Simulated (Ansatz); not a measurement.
# AgS (element-swapped structure): how the settings move a single-point run

Aim: see which settings change the result for AgS (element-swapped structure), by how much, and at what cost.

Method: reference: DFT r2SCAN, plane waves, PAW, scalar-relativistic, no spin polarisation, in Ansatz 0.2.0.

### Step 1. Starting point

The structure is tetragonal, space group I4/mcm (No. 140). The conventional cell has a = 7.238 Å, b = 7.238 Å, c = 6.321 Å, α = 90.00°, β = 90.00°, γ = 90.00°. Ag (site symmetry -42m) is surrounded by 4 S at 2.42 Å. Ag (site symmetry 422) has 8 S at 3.09 Å and 2 Ag at 3.16 Å as nearest neighbours. Around S (site symmetry m2m) lie 6 Ag at 2.42 to 3.09 Å.

Structure file:

```xyz
8
Lattice="-3.6189 3.6189 3.1606 3.6189 -3.6189 3.1606 3.6189 3.6189 -3.1606" Properties=species:S:1:pos:R:3 pbc="T T T"
Ag    0.0000    3.6189    1.5803
Ag    3.6189    0.0000    1.5803
Ag    0.0000    0.0000    1.5803
Ag    0.0000    0.0000    4.7409
S     1.2956    4.9144    0.0000
S     2.3233    1.2956    0.0000
S     2.3233   -1.2956    3.1606
S     1.2956    2.3233    3.1606
```

### Step 2. The reference run

File input.yaml:

```yaml
crystal:
  lattice:
    - [-3.618869, 3.618869, 3.160584]
    - [3.618869, -3.618869, 3.160584]
    - [3.618869, 3.618869, -3.160584]
  atoms:
    - { symbol: Ag, position: [0.75, 0.25, 0.5] }
    - { symbol: Ag, position: [0.25, 0.75, 0.5] }
    - { symbol: Ag, position: [0.25, 0.25, 0.0] }
    - { symbol: Ag, position: [0.75, 0.75, 0.0] }
    - { symbol: S, position: [0.679, 0.179, 0.858] }
    - { symbol: S, position: [0.179, 0.321, 0.5] }
    - { symbol: S, position: [0.321, 0.821, 0.142] }
    - { symbol: S, position: [0.821, 0.679, 0.5] }
  symmetry: { tolerance: 0.0003 }
kpoints:
  mp_grid: { grid: [4, 4, 4], shift: [0, 0, 0] }
magnetization:
  spin_polarized: false
scf:
  occupations: { method: cold, width: 0.0413 }
hamiltonian:
  pseudopotentials: { kind: paw }
  xc: r2scan
basis:
  ecutwfc: 500
output:
  forces: true
  stress: true
  eigenvalues: true
```

Command:

```
ansatz run input.yaml --threads 1 --pin off --max-ram 2560MiB --backend cpu --events-out ev --progress --plain --runs-dir out
```

What it wrote, shortened:

```text
Warning: RAYON_NUM_THREADS=1 ignored (pool sized by the plan → 1); use --threads N
[...]
Pseudopotentials: kind: paw
Pseudopotential: Ag, paw, valence charge 19, recommended cutoff 500 eV (meta_gga), Ag.paw.azcp
Pseudopotential: S, paw, valence charge 6, recommended cutoff 500 eV (meta_gga), S.paw.azcp
Functional definition: r2SCAN
[...]
Crystal: 8 atoms, lattice volume = 165.567 Å³
Basis set: ecut = 500 eV, 4191 PW (Γ), exchange–correlation on 180×180×180 points (64 copies of the dense FFT grid, shifted against one another)
Bands: 60, of which v1, the nominal top of the filled ones, is band 50 counted from 1 (49 counted from 0)
Symmetry: 16 space group operations
Space group: I4/mcm (ITA 140), of the structure as read, at distance tolerance 1.6e-3 Å
k-points: 13 of 64
[...]
SCF iter   1: F=—  HF=-34035.649051 eV  |F-HF|=—  |Δ(HF+E_count)|=         —  Δρ=9.84e-3  dr2=1.43e-1  dr2_τ=2.29e-2  ethr=1.77e-3  ⟨swp⟩=6.3  Hψ=2928  notcnv=0  defer=5
[...]
SCF iter   8: F=-34035.639105 eV  HF=-34035.639105 eV  |F-HF|=1.20e-8  |Δ(HF+E_count)|=   2.13e-7  S|Δr|=    0.00e0  Δρ=5.54e-6  dr2=5.60e-8  dr2_τ=4.48e-9  ethr=1.00e-10  ⟨swp⟩=8.3  Hψ=3844  notcnv=0
[...]
SCF converged after 8 iterations
Stability not checked: this state was not tested for a lower state beside it, because cold or Methfessel-Paxton smearing, or corrected tetrahedra, fill the levels in a way that the test cannot read (fill_not_monotonic; see scf.lower_state_search)
Free energy (F): -34035.639105 eV
[...]
E sigma→0 (E₀):  -34035.639735 eV
Entropy (-TS):   0.001890 eV (0.236 meV/atom)
Fermi energy:    8.738456 eV
[...]
--- Forces (eV/Å), atoms counted from 1 ---
  atom   1  Ag    -0.00000000     0.00000000    -0.00000000
  atom   2  Ag    -0.00000000     0.00000000     0.00000000
  atom   3  Ag     0.00000000    -0.00000000    -0.00000000
  atom   4  Ag    -0.00000000    -0.00000000     0.00000000
  atom   5  S      0.34359956     0.34359956    -0.00000000
  atom   6  S     -0.34359956     0.34359956    -0.00000000
  atom   7  S     -0.34359956    -0.34359956    -0.00000000
  atom   8  S      0.34359956    -0.34359956     0.00000000
[...]
--- Stress (GPa, compression-positive) ---
       -2.741958       0.000000       0.000000
        0.000000      -2.741958      -0.000000
        0.000000       0.000000      -0.180862
  P = ⅓ Tr σ = -1.8883 GPa (-18.883 kbar)
--- Band table (eV; the first three rows and the last of 13) ---
[...]
```

Run time: 14 s. Hardware: 1 thread of Arm Neoverse V2, shared host; peak memory 0.83 GiB.

### Step 3. Variant: n_extra_bands 4, accuracy high

Edit input.yaml of step 2 so:

```diff
@@ -21,2 +21,3 @@
   occupations: { method: cold, width: 0.0413 }
+  n_extra_bands: 4
 hamiltonian:
@@ -30 +31,6 @@
   eigenvalues: true
+  write_density: true
+  write_potential: true
+  elf: true
+  volumetric_format: npy
+accuracy: high
```

Command:

```
ansatz run input.yaml --threads 1 --pin off --max-ram 2560MiB --backend cpu --events-out ev --progress --plain --runs-dir out
```

What it wrote, shortened:

```text
Warning: RAYON_NUM_THREADS=1 ignored (pool sized by the plan → 1); use --threads N
scf.n_extra_bands = 4 over 50 filled bands (N_el = 100.0): the run solves 54 bands
[...]
[... 4 set-up lines as earlier in the session ...]
[...]
Crystal: 8 atoms, lattice volume = 165.567 Å³
Basis set: ecut = 500 eV, 4191 PW (Γ), exchange–correlation on 250×250×250 points (125 copies of the dense FFT grid, shifted against one another)
Bands: 54, of which v1, the nominal top of the filled ones, is band 50 counted from 1 (49 counted from 0)
[... 2 set-up lines as earlier in the session ...]
k-points: 13 of 64
[...]
Free energy (F): -34035.639110 eV
[...]
E sigma→0 (E₀):  -34035.639740 eV
Entropy (-TS):   0.001889 eV (0.236 meV/atom)
Fermi energy:    8.738449 eV
[...]
--- Forces (eV/Å), atoms counted from 1 ---
  atom   1  Ag     0.00000000     0.00000000    -0.00000000
  atom   2  Ag     0.00000000     0.00000000     0.00000000
  atom   3  Ag     0.00000000     0.00000000    -0.00000000
  atom   4  Ag     0.00000000    -0.00000000     0.00000000
  atom   5  S      0.34358620     0.34358620    -0.00000000
  atom   6  S     -0.34358620     0.34358620    -0.00000000
  atom   7  S     -0.34358620    -0.34358620    -0.00000000
  atom   8  S      0.34358620    -0.34358620     0.00000000
[...]
--- Stress (GPa, compression-positive) ---
       -2.741726       0.000000       0.000000
        0.000000      -2.741726       0.000000
        0.000000      -0.000000      -0.181160
  P = ⅓ Tr σ = -1.8882 GPa (-18.882 kbar)
--- Band table (eV; the first three rows and the last of 13) ---
[...]
```

Run time: 24 s. Hardware: 1 thread of Arm Neoverse V2, shared host; peak memory 1.5 GiB.

Changing the band count and accuracy level hardly moves the energy: 0.0 meV/atom.

### Step 4. Changed: chi_scale 0.0, preconditioner kerker_dos, dispersion d3bj

Edit input.yaml of step 2 so:

```diff
@@ -21,2 +21,4 @@
   occupations: { method: cold, width: 0.0413 }
+  initial_density: { chi_scale: 0.0 }
+  mixing: { preconditioner: kerker_dos }
 hamiltonian:
@@ -24,2 +26,3 @@
   xc: r2scan
+  dispersion: d3bj
 basis:
```

Command:

```
ansatz run input.yaml --threads 1 --pin off --max-ram 2560MiB --backend cpu --events-out ev --progress --plain --runs-dir out
```

What it wrote, shortened:

```text
Warning: the engine holds no damping parameters fitted to this dispersion correction and functional, so the run takes those fitted to r2scan beside the three-body term, which d3bj leaves out (hamiltonian.dispersion, under Limitations)
Warning: RAYON_NUM_THREADS=1 ignored (pool sized by the plan → 1); use --threads N
[...]
[... 4 set-up lines as earlier in the session ...]
[...]
Crystal: 8 atoms, lattice volume = 165.567 Å³
Basis set: ecut = 500 eV, 4191 PW (Γ), exchange–correlation on 180×180×180 points (64 copies of the dense FFT grid, shifted against one another)
Bands: 60, of which v1, the nominal top of the filled ones, is band 50 counted from 1 (49 counted from 0)
[... 2 set-up lines as earlier in the session ...]
k-points: 13 of 64
[...]
SCF converged after 13 iterations
Stability not checked: this state was not tested for a lower state beside it, because cold or Methfessel-Paxton smearing, or corrected tetrahedra, fill the levels in a way that the test cannot read (fill_not_monotonic; see scf.lower_state_search)
Free energy (F): -34037.081438 eV
[...]
E sigma→0 (E₀):  -34037.082068 eV
Entropy (-TS):   0.001889 eV (0.236 meV/atom)
Fermi energy:    8.738417 eV
[...]
--- Forces (eV/Å), atoms counted from 1 ---
  atom   1  Ag     0.00000000     0.00000000    -0.00000000
  atom   2  Ag    -0.00000000     0.00000000     0.00000000
  atom   3  Ag    -0.00000000     0.00000000    -0.00000000
  atom   4  Ag    -0.00000000     0.00000000     0.00000000
  atom   5  S      0.34209438     0.34209438     0.00000000
  atom   6  S     -0.34209438     0.34209438    -0.00000000
  atom   7  S     -0.34209438    -0.34209438     0.00000000
  atom   8  S      0.34209438    -0.34209438     0.00000000
[...]
--- Stress (GPa, compression-positive) ---
       -4.159988       0.000000       0.000000
        0.000000      -4.159988      -0.000000
        0.000000       0.000000      -1.621577
  P = ⅓ Tr σ = -3.3139 GPa (-33.139 kbar)
--- Band table (eV; the first three rows and the last of 13) ---
[...]
```

Run time: 18 s. Hardware: 1 thread of Arm Neoverse V2, shared host; peak memory 0.82 GiB.

The energy moves by -180.3 meV/atom, nearly all of it the dispersion term itself (-180.3 meV/atom); that offset belongs to the model and is no gain or loss of stability; the pressure goes from -1.9 to -3.3 GPa. The damping parameters are borrowed, as the log notes.

### Step 5. Variant: pseudopotentials.source jth, xc revpbe, ecutwfc 250 eV

Edit input.yaml of step 2 so:

```diff
@@ -22,6 +22,6 @@
 hamiltonian:
-  pseudopotentials: { kind: paw }
-  xc: r2scan
+  pseudopotentials: { kind: paw, source: jth }
+  xc: revpbe
 basis:
-  ecutwfc: 500
+  ecutwfc: "250 eV"
 output:
```

Command:

```
ansatz run input.yaml --threads 1 --pin off --max-ram 2560MiB --backend cpu --events-out ev --progress --plain --runs-dir out
```

What it wrote, shortened:

```text
Warning: basis.ecutwfc = 250 eV is below the records' recommended 1380 eV, and the density's cutoff is lower with it unless basis.ecutrho_ratio is high enough to keep the records' density cutoff: compare with a run at a higher cutoff
Warning: <dir> the checks of this Ag dataset prove no rule for summing its radial tables, as where they were carried onto another mesh than they were made on, and Gregory's rule is taken, under which a leading mesh point left out moves its sums only by what lay on the interval it spanned. [...]
Warning: <dir> the checks of this S dataset prove no rule for summing its radial tables, as where they were carried onto another mesh than they were made on, and Gregory's rule is taken, under which a leading mesh point left out moves its sums only by what lay on the interval it spanned. [...]
Warning: RAYON_NUM_THREADS=1 ignored (pool sized by the plan → 1); use --threads N
[...]
[... 1 set-up line as earlier in the session ...]
Pseudopotential: Ag, paw, valence charge 11, recommended cutoff 1380 eV (normal), Ag.paw.azcp
Pseudopotential: S, paw, valence charge 6, recommended cutoff 780 eV (normal), S.paw.azcp
Functional definition: revPBE
[...]
Crystal: 8 atoms, lattice volume = 165.567 Å³
[...]
SCF iter   9: F=-22973.236886 eV  HF=-22973.236886 eV  |F-HF|=1.69e-9  |Δ(HF+E_count)|=   3.36e-8  S|Δr|=    0.00e0  Δρ=1.74e-6  dr2=8.58e-9  ethr=1.47e-10  ⟨swp⟩=11.9  Hψ=2468  notcnv=0
[...]
SCF converged after 9 iterations
Stability not checked: this state was not tested for a lower state beside it, because cold or Methfessel-Paxton smearing, or corrected tetrahedra, fill the levels in a way that the test cannot read (fill_not_monotonic; see scf.lower_state_search)
Free energy (F): -22973.236886 eV
[...]
E sigma→0 (E₀):  -22973.237544 eV
Entropy (-TS):   0.001975 eV (0.247 meV/atom)
Fermi energy:    7.438556 eV
[...]
--- Forces (eV/Å), atoms counted from 1 ---
  atom   1  Ag     0.00000000     0.00000000    -0.00000000
  atom   2  Ag    -0.00000000     0.00000000     0.00000000
  atom   3  Ag     0.00000000     0.00000000     0.00000000
  atom   4  Ag    -0.00000000     0.00000000    -0.00000000
  atom   5  S      0.57082844     0.57082844    -0.00000000
  atom   6  S     -0.57082844     0.57082844    -0.00000000
  atom   7  S     -0.57082844    -0.57082844     0.00000000
  atom   8  S      0.57082844    -0.57082844     0.00000000
[...]
--- Stress (GPa, compression-positive) ---
        1.176488       0.000000       0.000000
        0.000000       1.176488      -0.000000
        0.000000      -0.000000       4.167012
  P = ⅓ Tr σ = 2.1733 GPa (21.733 kbar)
--- Band table (eV; the first three rows and the last of 13) ---
[...]
```

It took 2.4 s on 1 thread of Arm Neoverse V2, shared host; peak memory 0.3 GiB.

After a change of potentials and functional the difference of the totals has no physical meaning; the pressure goes from -1.9 to 2.2 GPa and the largest force goes from 0.49 to 0.81 eV/Å. The cutoff changed too. The cutoff is under what these potentials recommend, as the log warns, so basis error is mixed in. Cost: 9 SCF cycles against 8, 2.4 s against 14 s.

### Step 6. Changing settings: hubbard.sites [{species: Ag, l: d, u_eff: 1.0}], hubbard.double_counting fll

Edit input.yaml of step 2 so:

```diff
@@ -24,2 +24,3 @@
   xc: r2scan
+  hubbard: { sites: [{ species: Ag, l: d, u_eff: 1.0 }], double_counting: fll }
 basis:
```

Command:

```
ansatz run input.yaml --threads 1 --pin off --max-ram 2560MiB --backend cpu --events-out ev --progress --plain --runs-dir out
```

What it wrote, shortened:

```text
Warning: RAYON_NUM_THREADS=1 ignored (pool sized by the plan → 1); use --threads N
Ag: projections on atomic orbitals take those of the free atom [Ar 3d10] 4s2 4p6 4d10 5s1, of charge +0.00 (hamiltonian.pseudopotentials.projection_atoms); the dataset's partial waves leave at most 1.2e-5 of an orbital's norm unspanned inside its sphere
S: projections on atomic orbitals take those of the free atom [Ne] 3s2 3p4, of charge +0.00 (hamiltonian.pseudopotentials.projection_atoms); the dataset's partial waves leave at most 1.6e-7 of an orbital's norm unspanned inside its sphere
[...]
[... 4 set-up lines as earlier in the session ...]
[...]
Crystal: 8 atoms, lattice volume = 165.567 Å³
[...]
Free energy (F): -34035.194943 eV
[...]
E sigma→0 (E₀):  -34035.195618 eV
Entropy (-TS):   0.002024 eV (0.253 meV/atom)
Fermi energy:    8.652286 eV
[...]
--- Forces (eV/Å), atoms counted from 1 ---
  atom   1  Ag     0.00000000     0.00000000    -0.00000000
  atom   2  Ag    -0.00000000     0.00000000     0.00000000
  atom   3  Ag     0.00000000     0.00000000     0.00000000
  atom   4  Ag    -0.00000000     0.00000000    -0.00000000
  atom   5  S      0.38146415     0.38146415     0.00000000
  atom   6  S     -0.38146415     0.38146415    -0.00000000
  atom   7  S     -0.38146415    -0.38146415     0.00000000
  atom   8  S      0.38146415    -0.38146415     0.00000000
[...]
--- Stress (GPa, compression-positive) ---
       -2.315935       0.000000       0.000000
        0.000000      -2.315935      -0.000000
        0.000000      -0.000000       0.268273
  P = ⅓ Tr σ = -1.4545 GPa (-14.545 kbar)
--- Band table (eV; the first three rows and the last of 13) ---
[...]
Occupation matrices written to <dir>
```

Run time: 17 s. Hardware: 1 thread of Arm Neoverse V2, shared host; peak memory 0.93 GiB.

Changing the Hubbard U moves the energy by +55.5 meV/atom, and the pressure goes from -1.9 to -1.5 GPa and the largest force goes from 0.49 to 0.54 eV/Å. The U term adds an energy of its own, so the shift says nothing about which run is better. Cost: 9 SCF cycles against 8.

### Step 7. All runs together

| run | ending | energy change | pressure (GPa) | gap (eV) | force (eV/Å) | cycles | time |
| --- | --- | --- | --- | --- | --- | --- | --- |
| reference | converged | 0 | -1.9 | 0.00 | 0.49 | 8 | 14 s |
| 1: n_extra_bands 4, accuracy high | converged | 0.0 meV/atom | -1.9 | 0.00 | 0.49 | 11 | 24 s |
| 2: chi_scale 0.0, preconditioner kerker_dos, dispersion d3bj | converged | -180.3 meV/atom (offset of the dispersion model) | -3.3 | 0.00 | 0.48 | 13 | 18 s |
| 3: pseudopotentials.source jth, xc revpbe, ecutwfc 250 eV | converged | not comparable | 2.2 | 0.00 | 0.81 | 9 | 2.4 s |
| 4: hubbard.sites [{species: Ag, l: d, u_eff: 1.0}], hubbard.double_counting fll | converged | +55.5 meV/atom (U changed: no physical gain or loss) | -1.5 | 0.00 | 0.54 | 9 | 17 s |

Times don't compare one to one where runs were asked for different outputs or read a saved state (see the inputs); cycles may leave out searches for a lower state.

Residual by cycle in the longest SCF loop of each run; runs are numbered as in the table. The quantity is the density residual dr2, in eV.

| cycle | reference | run 1 | run 2 | run 3 | run 4 |
| --- | --- | --- | --- | --- | --- |
| 1 | 0.143 | 0.143 | 13.6 | 2.6 | 1.36 |
| 2 | 0.0215 | 0.0216 | 1.16 | 0.562 | 0.129 |
| 3 | 0.00436 | 0.00436 | 0.478 | 0.0274 | 0.052 |
| 4 | 5.7e-4 | 5.9e-4 | 0.0601 | 0.00133 | 0.00498 |
| 5 | 1.8e-4 | 1.8e-4 | 0.00889 | 2.0e-4 | 5.3e-4 |
| 6 | 9.4e-6 | 9.4e-6 | 0.00241 | 2.1e-5 | 4.9e-5 |
| 8 | 5.6e-8 | 6.1e-8 | 1.3e-4 | 1.3e-7 | 9.2e-7 |
| 9 | - | 2.5e-9 | 3.5e-5 | 8.6e-9 | 1.3e-8 |
| 10 | - | 1.3e-10 | 5.2e-6 | - | - |
| 11 | - | 1.4e-11 | 9.5e-7 | - | - |
| 12 | - | - | 2.0e-7 | - | - |
| 13 | - | - | 3.8e-8 | - | - |

**Reading.** «n_extra_bands 4, accuracy high» leaves the energy as it was. Run 3 ran under the cutoff that the potentials recommend, as the log warns, so basis error is mixed into its values. A changed U is a change of model: its shifts are not errors of convergence.

The reference has limits of its own: its mesh is coarse for a cell with so small a gap or none; the structure is made up and not relaxed.
